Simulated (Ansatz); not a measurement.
# GaHCl2O (SMILES [OH][Ga]([Cl])[Cl]) at r2SCAN/def2-SVP

Aim: the vertical ionisation energy of GaHCl2O at r2SCAN/def2-SVP, from 2 runs. 

The results are computed with Ansatz 0.2.0.

79 further runs of the same task are left out: 79 set aside as unsound or not needed. Runs told in other sessions of the task aren't counted.

## Step 1: The molecule

GaHCl2O has 5 atoms, charge 0, and is taken as a singlet. As SMILES, `[OH][Ga]([Cl])[Cl]`. Geometry: relaxed at PBE0-D4/def2-TZVP.

Bond lengths: O1–Ga2 1.765 Å, Ga2–Cl3 2.109 Å, Ga2–Cl4 2.123 Å, O1–H5 0.961 Å. Angles: O1–Ga2–Cl3 118.8°, O1–Ga2–Cl4 120.6°, Cl3–Ga2–Cl4 120.6°, Ga2–O1–H5 112.9°.

## Step 2: A single-point energy at r2SCAN/def2-SVP

Input file molecule.yaml:

```yaml
crystal:
  periodic: [false, false, false]
  atoms:
    - symbol: O
      position_ang: [0.254500, 1.354600, 0.245900]
    - symbol: Ga
      position_ang: [0.118500, -0.394500, 0.056800]
    - symbol: Cl
      position_ang: [1.500000, -1.634900, 1.057700]
    - symbol: Cl
      position_ang: [-1.407900, -1.236300, -1.155800]
    - symbol: H
      position_ang: [-0.415200, 1.837400, -0.246000]
basis:
  gaussian:
    orbitals: def2-SVP
hamiltonian:
  xc: r2scan
accuracy: high
output:
  orbitals: {seedname: orbitals}
```

Launch:

```sh
$ ansatz run molecule.yaml --threads 1 --pin off --max-ram 3480MiB --events-out events.jsonl --progress --plain --runs-dir runs
```

The program printed:

```text
Warning: RAYON_NUM_THREADS=1 ignored (pool sized by the plan → 1); use --threads N
Functional definition: r2SCAN
  name "r2SCAN"
  parameter k0 = 0.174
  parameter k1 = 0.065
  parameter a1 = 4.9479
  exchange = r2scan_x(k0 = k0, k1 = k1, a1 = a1)
  correlation = r2scan_c
1675 factors; integrals over basis functions are off by at most 6.0e-9 eV
mean field evaluation 1: about -79465.4832 eV, gradient 6.0e1 eV
mean field evaluation 2: about -79401.6500 eV, gradient 1.7e2 eV
mean field evaluation 4: about -79471.2368 eV, gradient 1.5e1 eV
mean field evaluation 8: about -79471.6322 eV, gradient 7.8e-1 eV
mean field evaluation 16: about -79471.6335 eV, gradient 7.9e-5 eV
mean field -79471.63348887 eV, -2920.5286629082 hartree, gradient 1.0e-8 eV, S^2 0.000000; 0 other end points of the search recorded, 0 dependent functions left out
reference -79471.63348965 eV, -2920.5286629368 hartree; 37, 37 occupied and 50, 50 virtual orbitals, 1675 factors
Total energy: -79471.63348965 eV, -2920.5286629368 hartree
```

Run time: 13 s. Hardware: 1 thread of Arm Neoverse V2, shared host; peak memory 0.26 GiB.

## Step 3: The doublet cation, same level

Input file job.yaml:

```yaml
crystal:
  periodic: [false, false, false]
  atoms:
    - {symbol: O, position_ang: [0.254500, 1.354600, 0.245900]}
    - {symbol: Ga, position_ang: [0.118500, -0.394500, 0.056800]}
    - {symbol: Cl, position_ang: [1.500000, -1.634900, 1.057700]}
    - {symbol: Cl, position_ang: [-1.407900, -1.236300, -1.155800]}
    - {symbol: H, position_ang: [-0.415200, 1.837400, -0.246000]}
basis:
  gaussian: {orbitals: def2-SVP}
accuracy: high
output: {orbitals: {seedname: orbitals}}
hamiltonian: {xc: r2scan}
magnetization: {spin_polarized: true, initial_magnetization: 1}
total_charge: 1
```

Launch:

```sh
$ ansatz run job.yaml --threads 1 --pin off --max-ram 3480MiB --events-out events.jsonl --progress --plain --runs-dir runs
```

The program printed (excerpt; [...] marks lines left out):

```text
Warning: RAYON_NUM_THREADS=1 ignored (pool sized by the plan → 1); use --threads N
[... 7 set-up lines as earlier in the session ...]
1673 factors; integrals over basis functions are off by at most 6.0e-9 eV
mean field evaluation 1: about -79448.3119 eV, gradient 5.7e1 eV
mean field evaluation 2: about -79294.1973 eV, gradient 1.4e2 eV
mean field evaluation 4: about -79452.7887 eV, gradient 3.6e1 eV
mean field evaluation 8: about -79457.9218 eV, gradient 1.9e1 eV
mean field evaluation 16: about -79460.4009 eV, gradient 2.7e0 eV
mean field evaluation 32: about -79459.4911 eV, gradient 4.9e0 eV
mean field evaluation 64: about -79460.4135 eV, gradient 7.1e-1 eV
mean field -79460.45344243 eV, -2920.1178037796 hartree, gradient 4.3e-8 eV, S^2 0.755017; 10 other end points of the search recorded, 0 dependent functions left out
reference -79460.45344517 eV, -2920.1178038802 hartree; 37, 36 occupied and 50, 51 virtual orbitals, 1673 factors
Total energy: -79460.45344517 eV, -2920.1178038802 hartree
```

Run time: 86 s. Hardware: 1 thread of Arm Neoverse V2, shared host; peak memory 0.43 GiB.

## Step 4: Summary of results

Level: r2SCAN/def2-SVP.

| quantity | value |
| --- | --- |
| singlet GaHCl2O: total energy | -2920.52866 Eh |
| singlet GaHCl2O: HOMO energy | -8.10 eV |
| singlet GaHCl2O: LUMO energy | -2.06 eV |
| singlet GaHCl2O: HOMO–LUMO gap | 6.04 eV |
| doublet cation: total energy | -2920.11780 Eh |
| doublet cation: HOMO energy (highest over α and β) | -14.26 eV |
| doublet cation: LUMO energy (lowest over α and β) | -14.19 eV |
| doublet cation: ⟨S²⟩ | 0.755 |
| vertical ionisation energy (to the doublet cation) | 11.180 eV |

The vertical ionisation energy comes to 11.18 eV (258 kcal/mol). The negative HOMO energy of the first species, 8.10 eV, lies 3.08 eV below that difference.
